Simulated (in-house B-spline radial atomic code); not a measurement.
# Excited states and polarisability of Ar⁸⁺ by several methods

One table from this session's results is given with a row withheld; the runs are named, their logs left out.

Program: in-house B-spline radial atomic code version 1. Level of theory: linear response of a closed shell, each method with its own adiabatic kernel; spin-free one-electron X2C, finite nucleus; B-spline basis; no spin-orbit coupling, no double excitations; only terms of natural parity, (−1)^L, with L up to 3 are computed. These are calculated values, not measurements, unless marked.

**Starting point**

* element: argon (Z = 18)
* charge: +8
* configuration: [He] 2s2 2p6
* runs: TDHF; BSE on G0W0@HF; LDA (VWN5); PBE; PBE0; B3LYP; CAM-B3LYP; LC-ωPBE; ωB97X; HSE06; BHandHLYP; BLYP; PBEsol; BP86; exchange-only LDA; B97-1; RPBE; OLYP

The outer shells:

Ar⁸⁺
```
[He] core
2s [↑↓]
2p [↑↓][↑↓][↑↓]
```

Set-up of the first run:

Settings of the run:

```ini
Z = 18
electrons = 10.0
configuration = [He] 2s2 2p6
hamiltonian = x2c
method = hf
box_radius = 11.59
rms_radius = 3.4274
intervals = 70
```

Started as:

```bash
$ python run_td.py task.json out
```

The settings of every run stand in task.json; they run in order.

Steps of the session up to this table: TDHF.

One of the session's tables, all rows but one given; the rest of the session is left out.

It belongs to the step «TDHF». 

| state | full (eV) | Tamm-Dancoff (eV) |
| --- | --- | --- |
| 2p→3s ³P | 253.15 | 253.21 |
| 2p→3s ¹P | ? | ? |
| 2p→3p ³S | 267.26 | 267.39 |
| 2p→3p ³D | 270.69 | 270.74 |
| 2p→3p ¹D | 272.26 | 272.27 |
| 2p→3p ¹S | 282.65 | 283.31 |
| 2p→3d ³P | 293.31 | 293.33 |
| 2p→3d ³F | 294.47 | 294.52 |
| 2p→3d ¹F | 295.90 | 295.91 |
| 2p→3d ¹P | 300.54 | 300.76 |
| 2s→3s ³S | 329.76 | 329.79 |
| 2s→3s ¹S | 333.31 | 333.44 |
| 2p→4s ³P | 337.11 | 337.12 |
| 2p→4s ¹P | 337.87 | 337.88 |

Q: Estimate the row for 2p→3s ¹P from the others.

The run gave: full (eV): 255.17; Tamm-Dancoff (eV): 255.20. In the column «full (eV)» it lies between 2p→3s ³P (253.15) and 2p→3p ³S (267.26).
